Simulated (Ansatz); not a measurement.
Sr3Ca and its free atoms, a cohesive energy from free atoms

Program: Ansatz's Python interface.

Run as a notebook:

In [1]:
```python
from collections import Counter
from dataclasses import dataclass

import ansatz as az


@dataclass
class Options:
    cutoff: int = 530
    xc: str = 'r2scan'
    kspacing: float = 0.33
    occupations: str = 'cold'
    width_ev: float = 0.02
```

In [2]:
```python
cfg = Options()
```

In [3]:
```python
def counts(outcome):
    return Counter(site.symbol for site in outcome.lattice.sites)
```

In [4]:
```python
UNPAIRED = {'Sr': 0, 'Ca': 0}  # unpaired electrons of the free atoms
```

In [5]:
```python
def ground_state(name, crystal):
    calc = (
        crystal.calculation()
        .basis(cfg.cutoff)
        .functional(cfg.xc)
        .kpoints(spacing=cfg.kspacing)
        .occupations(cfg.occupations, width=cfg.width_ev)
    )
    if name.endswith(' atom'):
        calc = calc.kpoints(1, 1, 1).occupations('fermi_dirac', width=0.01)
        if UNPAIRED[name.split()[0]]:
            calc = calc.spin('collinear')
        return calc.run(threads=1, pin='off')
    calc = calc.relax(force_tolerance=0.03, max_steps=40, cell=True)
    return calc.run(threads=1, pin='off')

phases = {}
sr3ca = (
    az.Lattice.fcc(9.460904)
    .space_group(225)
    .atom('Sr', [0.25, 0.75, 0.75])
    .atom('Sr', [0.5, 0.0, 0.0])
    .atom('Ca', [0.0, 0.0, 0.0])
    .primitive()
)
phases['Sr3Ca'] = sr3ca
# a box with unlike edges lets an open shell break the spherical symmetry
for element, moment in UNPAIRED.items():
    phases[f'{element} atom'] = az.Lattice.orthorhombic(9.0, 9.5, 10.0).atom(element, (0.5, 0.5, 0.5), moment=moment or None)

done = {}
for name, crystal in phases.items():
    done[name] = ground_state(name, crystal)
    print(f'{name}: {done[name].report["energy_sigma0_ev"]:.4f} eV, {len(done[name].lattice.sites)} atoms')

print({element: round(done[f'{element} atom'].report['magnetization_mub'], 2) for element in UNPAIRED}, 'muB on the free atoms')
solid = done['Sr3Ca']
n = counts(solid)
binding = (sum(k * done[f'{e} atom'].report['energy_sigma0_ev'] for e, k in n.items()) - solid.report['energy_sigma0_ev']) / sum(n.values())
print(f'cohesive energy {binding:.3f} eV/atom = {96.4853 * binding:.0f} kJ/mol of atoms (no zero-point energy)')
```
```text
Sr3Ca: -12486.8539 eV, 4 atoms
Sr atom: -3553.4421 eV, 1 atoms
Ca atom: -1819.6632 eV, 1 atoms
{'Sr': 0.0, 'Ca': 0.0} muB on the free atoms
cohesive energy 1.716 eV/atom = 166 kJ/mol of atoms (no zero-point energy)
```

Absolute energies stand on the zero of these potentials, so only differences at equal settings mean something. Other magnetic orders than the one started from may lie lower. For the metals among these phases the mesh is modest: differences between phases can be off by up to 40 meV an atom. r2SCAN tends to overestimate the moments of itinerant magnets. The cells come from databases of deposited and of computed structures, and not all need be stable phases. Free atoms in a box carry small image and symmetry errors, and spin-orbit coupling is left out. Finished in 62 s on 1 thread of Arm Neoverse V2 (shared host), peak memory 1.7 GiB.
